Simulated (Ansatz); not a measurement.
# CH2F2GeO: the cost of one run

Computed with Ansatz 0.2.0, driven from Python. The levels of theory stand in the script.

**1. The structure**

Bond lengths: F1–C2 1.448 Å, C2–O3 1.383 Å, C2–Ge4 1.926 Å, O3–Ge4 1.906 Å, Ge4–F5 1.774 Å, C2–H6 1.120 Å, Ge4–H7 1.543 Å. Angles: F1–C2–O3 112.7°, F1–C2–Ge4 112.9°, F1–C2–H6 120.1°, O3–C2–Ge4 68.1°, O3–C2–H6 113.2°, Ge4–C2–H6 118.7°, C2–O3–Ge4 69.6°, C2–Ge4–O3 42.3°, C2–Ge4–F5 114.7°, C2–Ge4–H7 123.9°, O3–Ge4–F5 104.7°, O3–Ge4–H7 104.5°, F5–Ge4–H7 117.7°.

No structure file is read: the coordinates are typed or built in the script.

**2. The script**

The input, run_methods.py:

```python
"""CH2F2GeO at several levels of theory."""

from pathlib import Path

import ansatz
import numpy as np

GEOMETRY = """
F     1.10260   -1.44430    1.01630
C     0.20230   -0.31580    0.90970
O    -0.98160   -0.63710    0.27210
Ge    0.12400    0.41370   -0.87070
F    -0.71490    1.97140   -0.99870
H     0.06130    0.37460    1.78020
H     0.26750   -0.43050   -2.15460
"""

molecule = ansatz.Crystal.molecule()
for line in GEOMETRY.strip().splitlines():
    symbol, *xyz = line.split()
    molecule = molecule.atom(symbol, [float(v) for v in xyz])

model = molecule.calculation().basis(gaussian="def2-SVP")

print("functional    E (Ha)        dipole (D)   HOMO (eV)  LUMO (eV)")
for name in ["lc_wpbe", "pbe0", "revpbe", "r2scan0"]:
    r = model.functional(name).forces().orbitals().run(threads=1, runs_dir="runs").report
    lines = Path(r["orbitals_path"]).read_text().splitlines()
    field_of = lambda key: [line.split("=")[1].strip() for line in lines if line.startswith(key)]
    orbitals = [(27.211386 * float(e), s, float(n)) for e, s, n in zip(field_of("Ene="), field_of("Spin="), field_of("Occup="))]
    homo = max(e for e, _, n in orbitals if n > 0.5)
    lumo = min(e for e, _, n in orbitals if n < 0.5)
    dipole = 4.803205 * np.linalg.norm(r["charge_distribution"]["dipole_moment_e_ang"])
    print(f"{name:10s} {r['free_energy_ev'] / 27.211386246:14.6f} {dipole:9.3f} {homo:11.3f} {lumo:10.3f}")
```

**3. The run**

Started as:

```sh
$ python run_methods.py
```

**Question.** How long does this script take on 1 thread of Arm Neoverse N1, shared host, and how much memory does it need?

About 34 s, with a peak of 0.3 GiB.
